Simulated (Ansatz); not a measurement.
**CrS (triplet): relaxing a cheap start**

Aim: relax a generated start of CrS (triplet) and see which bonds hold.

The runs use Ansatz 0.2.0, Gaussian basis; UKS PBE0/def2-TZVP.

### 1 Starting geometry

2 atoms, charge 0, spin multiplicity 3.

Atoms are counted from 1 here; the program's logs count them from 0.

Bond lengths: Cr1–S2 2.440 Å.

The start is set by covalent radii. Sticks and bond lists go by distance. 

### 2 The run

Input file in.yaml:

```yaml
crystal:
  periodic: [false, false, false]
  atoms:
    - {symbol: Cr, position_ang: [0.000000, 0.000000, 0.000000]}
    - {symbol: S, position_ang: [0.000000, 0.000000, 2.440000]}
basis:
  gaussian: {orbitals: def2-TZVP}
magnetization: {spin_polarized: true, initial_magnetization: 2}
hamiltonian: {xc: pbe0}
relax: {f_tol: 0.004, max_steps: 80}
```

The run is started by

```sh
ansatz run in.yaml --threads 1 --pin off --events-out ev --progress --plain --max-ram 2176MiB
```

What does the calculation give? Wanted: energy gained; shift from the start; total energy; dipole moment; ⟨S²⟩.

The runs gave:

| quantity | value |
| --- | --- |
| steps | 6 |
| energy gained | 0.573 eV |
| shift from the start (rms) | 0.212 Å |
| total energy | -39245.7145 eV |
| dipole moment | 4.47 D |
| ⟨S²⟩ | 3.091 |

In words: The bonds of the start are those of the end. Cr1–S2 went from 2.440 to 2.017 Å. The determinant is spin-contaminated (excess 1.09). No vibrations were run, so this is a stationary point, not a proven minimum, and this spin need not be the ground state's.
